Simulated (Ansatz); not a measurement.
The system is NaLa3.

```
La Na
1.0
     5.25629    0.00000    0.00000
     0.00000    5.25629    0.00000
     0.00000    0.00000    5.25629
La Na
3 1
Cartesian
  2.6281 2.6281 0.0000
  0.0000 2.6281 2.6281
  2.6281 0.0000 2.6281
  0.0000 0.0000 0.0000
```

The cell comes from a database or a generator and needn't be the stable form of this composition.

* Program: Ansatz 0.2.0
* Task: single point
* Functional: PBE
* Potentials or basis: Ansatz PAW
* Cutoff: 420 eV (not typed: the program's choice for these potentials)
* k mesh: 5 × 5 × 5
* Occupations: fermi-dirac, width 0.05 eV
* Spin: no spin polarisation

On this cell: pressure 0.2 GPa; largest force zero by symmetry; band gap on the k mesh none (metal or under the smearing width).

The same run follows on a disturbed copy (atoms moved at random, drawn with an rms of 0.05 Å):

```
La Na
1.0
     5.25629    0.00000    0.00000
     0.00000    5.25629    0.00000
     0.00000    0.00000    5.25629
La Na
3 1
Cartesian
  2.6197 2.6590 -0.0087
  0.0279 2.5796 2.5822
  2.5867 0.0490 2.6281
  -0.0117 0.0112 0.0026
```

Task: What does the disturbed cell give?

Result: The energy (extrapolated to zero smearing) moves by +1.7 meV/atom; pressure 0.2 GPa; largest force 0.135 eV/Å; band gap on the k mesh none (metal or under the smearing width).

Forces on the atoms (eV/Å):
```
La   0.059  0.068 -0.026
La  -0.104  0.076  0.038
La   0.064 -0.114  0.036
Na  -0.018 -0.031 -0.049
```
